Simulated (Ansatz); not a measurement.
# GeH₂S (SMILES [SH][GeH]): one structure at several levels

One table from this session's results is given with a row withheld; the runs are named, their logs left out.

Computed with Ansatz 0.2.0, Gaussian basis. Level: single points in def2-TZVPP.

Correlated methods freeze the cores. Filled d shells of the heavier atoms are correlated.

### Where the work starts

SMILES `[SH][GeH]`, 4 atoms, charge 0, spin multiplicity 1.

Atoms are counted from 1 here; the program's logs count them from 0.

Bond lengths: S1–Ge2 2.258 Å, S1–H3 1.307 Å, Ge2–H4 1.632 Å. Angles: Ge2–S1–H3 98.4°, S1–Ge2–H4 92.6°.

Geometry (Å):

```
S    -0.4408   -1.2323    0.2638
Ge   -0.8752    0.7800   -0.6635
H     0.7713   -0.9892    0.6866
H     0.6042    1.3571   -0.2872
```

The first run:

run/in.yaml

```yaml
crystal:
  periodic: [false, false, false]
  atoms:
    - {symbol: S, position_ang: [-0.440800, -1.232300, 0.263800]}
    - {symbol: Ge, position_ang: [-0.875200, 0.780000, -0.663500]}
    - {symbol: H, position_ang: [0.771300, -0.989200, 0.686600]}
    - {symbol: H, position_ang: [0.604200, 1.357100, -0.287200]}
basis:
  gaussian: {orbitals: def2-TZVPP}
correlation: {method: ccsd_t}
output: {forces: true}
```

No record of the launch command was kept for these runs.

Steps of the session up to this table: CCSD(T)/def2-TZVPP; PBE0-D4/def2-TZVPP; wB97M-V/def2-TZVPP; r2SCAN-D4/def2-TZVPP; PBE-D4/def2-TZVPP; revPBE-D4/def2-TZVPP; SPW92/def2-TZVPP.

One table of the session follows, with a row left open; its other results are not shown here.

| method | RMS force component (eV/Å) | angle to CCSD(T) forces (°) | dipole (D) |
| --- | --- | --- | --- |
| CCSD(T) | 0.475 | reference | 0.90 |
| PBE0-D4 | 0.484 | 8.0 | 0.93 |
| wB97M-V | 0.477 | 4.5 | 0.98 |
| r2SCAN-D4 | 0.488 | 7.4 | 0.84 |
| PBE-D4 | ? | ? | ? |
| revPBE-D4 | 0.526 | 29.1 | 0.75 |
| SPW92 | 0.606 | 17.4 | 0.81 |

Estimate the missing values for PBE-D4.

**Answer.** RMS force component (eV/Å): 0.528; angle to CCSD(T) forces (°): 25.1; dipole (D): 0.76. In the column «RMS force component (eV/Å)» it lies between revPBE-D4 (0.526) and SPW92 (0.606).
